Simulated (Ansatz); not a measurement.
# CH6Si: the cost of one run

The runs use Ansatz 0.2.0, Gaussian basis; PBE0-D4/def2-TZVP structures, single points in def2-TZVPP, no counterpoise correction.

Levels: SPW92, PBE-D4, BLYP-D4, r2SCAN-D4, B97M-V, PBE0-D4, B3LYP-D4, r2SCAN0-D4, BHLYP-D4, CAM-B3LYP-D4, wB97X-V, wB97M-V, B2PLYP, PBE-QIDH, RPA on PBE, Hartree-Fock, MP2, CCSD, CCSD(T).

Correlated methods freeze the cores. B3LYP uses VWN-RPA correlation. B2PLYP carries no dispersion term here.

94 further runs of the same task are left out: 94 set aside as unsound or not needed.

## Step 1: Where the work starts

The complex: 15 atoms, charge 0, spin multiplicity 1.

Atoms are counted from 1 here; the program's logs count them from 0.

Bond lengths: Si1–C2 1.868 Å, Si1–H3 1.488 Å, Si1–H4 1.487 Å, Si1–H5 1.493 Å, C2–H9 1.092 Å, C2–H10 1.092 Å, C2–H11 1.090 Å, H6–N7 1.012 Å, N7–C8 1.453 Å, N7–H12 1.012 Å, C8–H13 1.099 Å, C8–H14 1.092 Å, C8–H15 1.092 Å. Angles: C2–Si1–H3 112.2°, C2–Si1–H4 112.3°, C2–Si1–H5 109.2°, H3–Si1–H4 109.2°, H3–Si1–H5 106.5°, H4–Si1–H5 107.0°, Si1–C2–H9 110.6°, Si1–C2–H10 110.8°, Si1–C2–H11 109.6°, H9–C2–H10 108.0°, H9–C2–H11 108.8°, H10–C2–H11 109.0°, H6–N7–C8 110.9°, H6–N7–H12 106.9°, C8–N7–H12 110.8°, N7–C8–H13 115.1°, N7–C8–H14 109.4°, N7–C8–H15 109.2° and more.

Geometry (Å):

```xyz
15
C2H11NSi
Si   -1.47587   -1.10973    0.39027
C     0.06012   -1.38988    1.41668
H    -1.80211    0.33553    0.24940
H    -1.37193   -1.72252   -0.96018
H    -2.64445   -1.74506    1.06946
H     1.45559    0.30694   -1.89107
N     0.66366    0.60896   -1.33820
C     0.96800    1.83623   -0.62208
H     0.23839   -2.45845    1.55784
H    -0.04357   -0.93233    2.40326
H     0.92190   -0.95267    0.91155
H    -0.10653    0.74923   -1.97933
H     1.23699    2.69202   -1.25640
H     1.79619    1.65831    0.06782
H     0.10382    2.12344   -0.01882
```

Its parts: CH6Si holds atoms 1, 2, 3, 4, 5, 9, 10, 11; CH5N holds atoms 6, 7, 8, 12, 13, 14, 15. Each part counts its atoms afresh in its own runs.

## Step 2: Relaxing CH6Si alone

relax-a/in.yaml reads:

```yaml
crystal:
  periodic: [false, false, false]
  atoms:
    - {symbol: Si, position_ang: [-1.475869, -1.109735, 0.390271]}
    - {symbol: C, position_ang: [0.060121, -1.389884, 1.416679]}
    - {symbol: H, position_ang: [-1.802108, 0.335531, 0.249395]}
    - {symbol: H, position_ang: [-1.371929, -1.722523, -0.960183]}
    - {symbol: H, position_ang: [-2.644451, -1.745063, 1.069460]}
    - {symbol: H, position_ang: [0.238395, -2.458454, 1.557843]}
    - {symbol: H, position_ang: [-0.043571, -0.932328, 2.403255]}
    - {symbol: H, position_ang: [0.921895, -0.952671, 0.911548]}
basis:
  gaussian: {orbitals: def2-TZVP}
hamiltonian: {xc: pbe0, dispersion: d4}
relax: {f_tol: 0.005, max_steps: 200}
```

The run is started by

```
$ ansatz run in.yaml --threads 8 --pin off --events-out ev --progress --plain --max-ram 19148MiB
```

**Question.** How long does this run take on 8 threads of Arm Neoverse V2, shared host?

About 1.9 s.
